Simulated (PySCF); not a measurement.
# C7H8OS (2-acetyl-3-methylthiophene): the cost of one run

Computed with PySCF 2.14.0 and routines of our own; the level stands in each step. Atoms count from 0.

### Step 1. The system as given

17 atoms, charge 0, multiplicity 1; geometry from: GFN2-xTB.

### Step 2. Relaxing the molecule at PBE0-D3(BJ)/def2-SVP

What the job is given:

```
{"job": {"xc": "PBE0", "basis": "def2-SVP", "d3": "d3bj", "grid": 2, "kind": "geom"}, "charge": 0, "multiplicity": 1}
C      2.687103    -0.646802     0.054904
C      1.520074     0.257897    -0.260203
O      1.662142     1.345930    -0.780817
C      0.205896    -0.256504     0.100356
S      0.005724    -1.817297     0.845484
C     -1.690575    -1.611038     0.904321
C     -2.086552    -0.418433     0.384865
C     -1.012132     0.370824    -0.080265
C     -1.177290     1.716166    -0.690867
H      2.574066    -1.594196    -0.468205
H      2.720246    -0.851254     1.123132
H      3.612208    -0.167442    -0.253792
H     -2.301639    -2.387236     1.321361
H     -3.114668    -0.106514     0.333369
H     -0.762297     1.725039    -1.697546
H     -0.621939     2.458133    -0.119183
H     -2.227365     1.994756    -0.726824
```

Command:

```sh
$ OMP_NUM_THREADS=1 python excited_run.py task.json out
```

The driver reads the jobs from task.json and runs them one after another.

Q: Estimate the wall time and peak memory of this first job on 1 thread of Intel Xeon 6975P-C, shared host.

About 58 s, with a peak of 0.79 GiB.
